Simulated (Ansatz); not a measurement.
# C₂H₆OSn: vertical ionisation energy

One table from this session's results is given with a row withheld; the runs are named, their logs left out.

Program: Ansatz 0.2.0, Gaussian basis. Level of theory: unrestricted cation, the program's frozen cores in correlated methods. These are calculated values, not measurements.

The runs, in order: UKS PBE-D4/def2-TZVPP; UKS r2SCAN-D4/def2-TZVPP; UKS PBE0-D4/def2-TZVPP; UKS B3LYP-D4/def2-TZVPP; UKS wB97X-V/def2-TZVPP; UKS wB97M-V/def2-TZVPP; UKS B2PLYP/def2-TZVPP; UHF-CCSD(T)/def2-TZVPP; UHF-MP2/def2-QZVPP; extrapolation to the limit; then −ε(HOMO) from the neutral's earlier runs with LDA (SPW92), PBE-D4, revPBE-D4, BLYP-D4, r2SCAN-D4, B97M-V, PBE0-D4, B3LYP-D4, r2SCANh-D4, r2SCAN0-D4, HSE06-D4, BHLYP-D4, CAM-B3LYP-D4, LC-ωPBE, ωB97X-V, ωB97M-V.

### The relaxed structure

The geometry comes from an earlier relaxation with PBE0-D4 in a triple-zeta def2 set; it is a stationary point, not always the lowest conformer. Sn takes the def2 core potential; no spin-orbit term is included.

SMILES `C[O][Sn][CH3]`, 10 atoms, charge 0, spin multiplicity 1.

Atoms are counted from 1 here; the program's logs count them from 0.

Bond lengths: C1–O2 1.398 Å, C1–H5 1.097 Å, C1–H6 1.097 Å, C1–H7 1.097 Å, O2–Sn3 1.980 Å, Sn3–C4 2.195 Å, C4–H8 1.094 Å, C4–H9 1.094 Å, C4–H10 1.092 Å. Angles: O2–C1–H5 110.0°, O2–C1–H6 113.4°, O2–C1–H7 110.1°, H5–C1–H6 107.9°, H5–C1–H7 107.5°, H6–C1–H7 107.9°, C1–O2–Sn3 129.7°, O2–Sn3–C4 97.8°, Sn3–C4–H8 111.0°, Sn3–C4–H9 111.0°, Sn3–C4–H10 110.1°, H8–C4–H9 107.8°, H8–C4–H10 108.5°, H9–C4–H10 108.5°.

The first run:

Input file in.yaml:

```yaml
crystal:
  periodic: [false, false, false]
  atoms:
    - {symbol: C, position_ang: [-0.415580, 0.798416, -1.362092]}
    - {symbol: O, position_ang: [0.960541, 0.750905, -1.118915]}
    - {symbol: Sn, position_ang: [1.953344, -0.090173, 0.372878]}
    - {symbol: C, position_ang: [0.225203, -0.887705, 1.466740]}
    - {symbol: H, position_ang: [-0.748402, 1.841328, -1.428450]}
    - {symbol: H, position_ang: [-1.012147, 0.303667, -0.585436]}
    - {symbol: H, position_ang: [-0.645024, 0.316513, -2.320282]}
    - {symbol: H, position_ang: [-0.344051, -1.584995, 0.844499]}
    - {symbol: H, position_ang: [-0.450562, -0.082834, 1.771756]}
    - {symbol: H, position_ang: [0.559878, -1.416324, 2.362204]}
basis:
  gaussian: {orbitals: def2-TZVPP}
total_charge: 1
magnetization: {spin_polarized: true, initial_magnetization: 1}
hamiltonian: {xc: pbe, dispersion: d4}
```

On the command line:

```console
$ ansatz run in.yaml --threads 2 --pin off --events-out ev --progress --plain --max-ram 22528MiB --backend cpu
```

Steps of the session up to this table: Cation, UKS PBE-D4/def2-TZVPP; Cation, UKS r2SCAN-D4/def2-TZVPP; Cation, UKS PBE0-D4/def2-TZVPP; Cation, UKS B3LYP-D4/def2-TZVPP; Cation, UKS wB97X-V/def2-TZVPP; Cation, UKS wB97M-V/def2-TZVPP; Cation, UKS B2PLYP (frozen core)/def2-TZVPP; Cation, UHF-CCSD(T)/def2-TZVPP; Cation, UHF-MP2/def2-QZVPP.

One table of the session follows, with a row left open; its other results are not shown here.

For comparison, −ε(HOMO) of the neutral from earlier runs:

```
  functional  −ε(HOMO) (eV)
 LDA (SPW92)           5.58
      PBE-D4           5.40
   revPBE-D4              ?
     BLYP-D4           5.27
   r2SCAN-D4           5.64
      B97M-V           5.57
     PBE0-D4           6.43
    B3LYP-D4           6.26
  r2SCANh-D4           6.02
  r2SCAN0-D4           6.60
    HSE06-D4           6.04
    BHLYP-D4           7.34
CAM-B3LYP-D4           7.68
     LC-ωPBE           8.90
     ωB97X-V           8.60
     ωB97M-V           8.52
```

**Question.** Estimate the row for revPBE-D4.

The run gave: −ε(HOMO) (eV): 5.34. In the column «−ε(HOMO) (eV)» it lies between BLYP-D4 (5.27) and PBE-D4 (5.40).
